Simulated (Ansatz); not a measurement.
**C₂H₄BFSi: a ladder of functionals and wavefunction methods**

The task here is to estimate one member of a computed series from the others.

Computed with Ansatz 0.2.0, Gaussian basis. Level: functionals in def2-TZVPP, the program's frozen cores in correlated methods.

The runs, in order: LDA (SPW92), PBE-D4, revPBE-D4, BLYP-D4, r2SCAN-D4, B97M-V, PBE0-D4, B3LYP-D4, r2SCANh-D4, r2SCAN0-D4, HSE06-D4, BHLYP-D4, CAM-B3LYP-D4, LC-ωPBE, ωB97X-V, ωB97M-V, B2PLYP, PBE-QIDH; CCSD(T)/def2-SVP; CCSD(T)/def2-TZVPP; MP2/def2-QZVPP; extrapolation to the limit; RPA on PBE.

**The geometry**

All runs share one geometry, relaxed beforehand with PBE0-D4 in a triple-zeta def2 set.

SMILES `FC1=CB1[SiH3]`, 9 atoms, charge 0, spin multiplicity 1.

Atoms are counted from 1 here; the program's logs count them from 0.

Bond lengths: F1–C2 1.310 Å, C2–C3 1.329 Å, C2–B4 1.462 Å, C3–B4 1.496 Å, C3–H6 1.080 Å, B4–Si5 1.988 Å, Si5–H7 1.487 Å, Si5–H8 1.487 Å, Si5–H9 1.489 Å. Angles: F1–C2–C3 139.6°, F1–C2–B4 155.8°, C3–C2–B4 64.6°, C2–C3–B4 62.0°, C2–C3–H6 144.1°, B4–C3–H6 153.9°, C2–B4–C3 53.4°, C2–B4–Si5 156.1°, C3–B4–Si5 150.4°, B4–Si5–H7 111.6°, B4–Si5–H8 111.5°, B4–Si5–H9 108.6°, H7–Si5–H8 108.5°, H7–Si5–H9 108.3°, H8–Si5–H9 108.2°.

Set-up of the first run:

in.yaml

```yaml
crystal:
  periodic: [false, false, false]
  atoms:
    - {symbol: F, position_ang: [2.114190, 1.761738, -1.149905]}
    - {symbol: C, position_ang: [1.463682, 0.752872, -0.626320]}
    - {symbol: C, position_ang: [1.689600, -0.487542, -0.204813]}
    - {symbol: B, position_ang: [0.294682, 0.044224, -0.108592]}
    - {symbol: Si, position_ang: [-1.608899, -0.179343, 0.420344]}
    - {symbol: H, position_ang: [2.449562, -1.245514, -0.081754]}
    - {symbol: H, position_ang: [-2.516451, 0.608512, -0.455368]}
    - {symbol: H, position_ang: [-2.024649, -1.606497, 0.370351]}
    - {symbol: H, position_ang: [-1.773216, 0.305351, 1.818860]}
basis:
  gaussian: {orbitals: def2-TZVPP}
hamiltonian: {xc: lda}
output: {orbitals: {seedname: orbitals}}
```

Among the steps run: LDA; PBE-D4 (GGA); revPBE-D4 (GGA); BLYP-D4 (GGA); r2SCAN-D4 (meta-GGA); B97M-V (meta-GGA); PBE0-D4 (hybrid); B3LYP-D4 (hybrid); r2SCANh-D4 (hybrid); r2SCAN0-D4 (hybrid); HSE06-D4 (hybrid); BHLYP-D4 (hybrid); CAM-B3LYP-D4 (range-separated); LC-ωPBE (range-separated); ωB97X-V (range-separated); ωB97M-V (range-separated); B2PLYP (double hybrid); PBE-QIDH (double hybrid).

One of the session's tables, all rows but one given; the rest of the session is left out.

It belongs to the step «Frontier levels by functional». 

| functional | HOMO (eV) | gap (eV) |
| --- | --- | --- |
| LDA (SPW92) | -7.10 | 5.09 |
| PBE-D4 | -6.97 | 5.18 |
| revPBE-D4 | -6.92 | 5.22 |
| BLYP-D4 | -6.87 | 5.26 |
| r2SCAN-D4 | -7.24 | 5.74 |
| B97M-V | -7.38 | 5.85 |
| PBE0-D4 | -8.37 | 7.53 |
| B3LYP-D4 | -8.16 | 7.14 |
| r2SCANh-D4 | -7.76 | 6.59 |
| r2SCAN0-D4 | -8.54 | 7.86 |
| HSE06-D4 | -7.96 | 6.75 |
| BHLYP-D4 | -9.68 | 9.90 |
| CAM-B3LYP-D4 | -9.77 | 10.08 |
| LC-ωPBE | -11.09 | 12.51 |
| ωB97X-V | ? | ? |
| ωB97M-V | -10.58 | 11.71 |

Estimate the missing values for ωB97X-V.

**Answer.** HOMO (eV): -10.74; gap (eV): 12.08. In the column «HOMO (eV)» it lies between LC-ωPBE (-11.09) and ωB97M-V (-10.58).
